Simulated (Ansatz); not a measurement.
# C3H9AlF2Si: basis-set convergence

An exercise on one series of results from a longer session: the logs are not shown, and one member is left open.

Computed with Ansatz 0.2.0, Gaussian basis. Level: one geometry, several basis sets.

The runs, in order: PBE0-D4/def2-SVP; ωB97M-V/def2-SVP; PBE0-D4/def2-QZVPP; ωB97M-V/def2-QZVPP; the functionals' def2-TZVPP values are taken from earlier runs.

### The relaxed structure

An earlier PBE0-D4 in a triple-zeta def2 set relaxation fixed the geometry.

SMILES `C[Si](C)(C)[Al]([F])[F]`, 16 atoms, charge 0, spin multiplicity 1.

Atoms are counted from 1 here; the program's logs count them from 0.

Bond lengths: C1–Si2 1.880 Å, C1–H8 1.093 Å, C1–H9 1.093 Å, C1–H10 1.095 Å, Si2–C3 1.877 Å, Si2–C4 1.881 Å, Si2–Al5 2.452 Å, C3–H11 1.092 Å, C3–H12 1.094 Å, C3–H13 1.092 Å, C4–H14 1.093 Å, C4–H15 1.095 Å, C4–H16 1.092 Å, Al5–F6 1.651 Å, Al5–F7 1.650 Å. Angles: Si2–C1–H8 111.8°, Si2–C1–H9 111.5°, Si2–C1–H10 109.8°, H8–C1–H9 108.0°, H8–C1–H10 107.8°, H9–C1–H10 107.9°, C1–Si2–C3 109.9°, C1–Si2–C4 109.1°, C1–Si2–Al5 109.0°, C3–Si2–C4 109.9°, C3–Si2–Al5 109.9°, C4–Si2–Al5 109.0°, Si2–C3–H11 111.5°, Si2–C3–H12 110.1°, Si2–C3–H13 111.5°, H11–C3–H12 108.0°, H11–C3–H13 107.7°, H12–C3–H13 107.9° and more.

The first run:

Input file in.yaml:

```yaml
crystal:
  periodic: [false, false, false]
  atoms:
    - {symbol: C, position_ang: [0.346396, 0.841101, 1.651058]}
    - {symbol: Si, position_ang: [0.010893, -0.025155, 0.016390]}
    - {symbol: C, position_ang: [1.397981, -1.231428, -0.364620]}
    - {symbol: C, position_ang: [-1.624226, -0.946754, 0.132470]}
    - {symbol: Al, position_ang: [-0.146236, 1.655332, -1.762209]}
    - {symbol: F, position_ang: [-1.262478, 2.870332, -1.704784]}
    - {symbol: F, position_ang: [0.834959, 1.662949, -3.089322]}
    - {symbol: H, position_ang: [1.303408, 1.368188, 1.641178]}
    - {symbol: H, position_ang: [-0.436153, 1.565878, 1.887480]}
    - {symbol: H, position_ang: [0.378605, 0.105241, 2.460752]}
    - {symbol: H, position_ang: [1.228751, -1.749720, -1.311251]}
    - {symbol: H, position_ang: [1.467854, -1.985575, 0.425473]}
    - {symbol: H, position_ang: [2.362885, -0.723620, -0.431561]}
    - {symbol: H, position_ang: [-1.849637, -1.488592, -0.789085]}
    - {symbol: H, position_ang: [-1.582481, -1.676017, 0.947632]}
    - {symbol: H, position_ang: [-2.453521, -0.264958, 0.334600]}
basis:
  gaussian: {orbitals: def2-SVP}
hamiltonian: {xc: pbe0, dispersion: d4}
output: {orbitals: {seedname: orbitals}}
```

Started as:

```console
$ ansatz run in.yaml --threads 2 --pin off --events-out ev --progress --plain --max-ram 20480MiB --backend cpu
```

Among the steps run: PBE0-D4 in def2-SVP; ωB97M-V in def2-SVP; PBE0-D4 in def2-QZVPP; ωB97M-V in def2-QZVPP.

One of the session's tables, all rows but one given; the rest of the session is left out.

It belongs to the step «Density functionals: the series». 

| functional | basis | HOMO (eV) |
| --- | --- | --- |
| PBE0-D4 | def2-SVP | -7.61 |
| PBE0-D4 | def2-TZVPP | -7.66 |
| PBE0-D4 | def2-QZVPP | ? |
| ωB97M-V | def2-SVP | -9.61 |
| ωB97M-V | def2-TZVPP | -9.68 |
| ωB97M-V | def2-QZVPP | -9.70 |

Q: Estimate the row for PBE0-D4, def2-QZVPP from the others.

The run gave: HOMO (eV): -7.67. In the column «HOMO (eV)» it lies between ωB97M-V, def2-SVP (-9.61) and PBE0-D4, def2-TZVPP (-7.66).
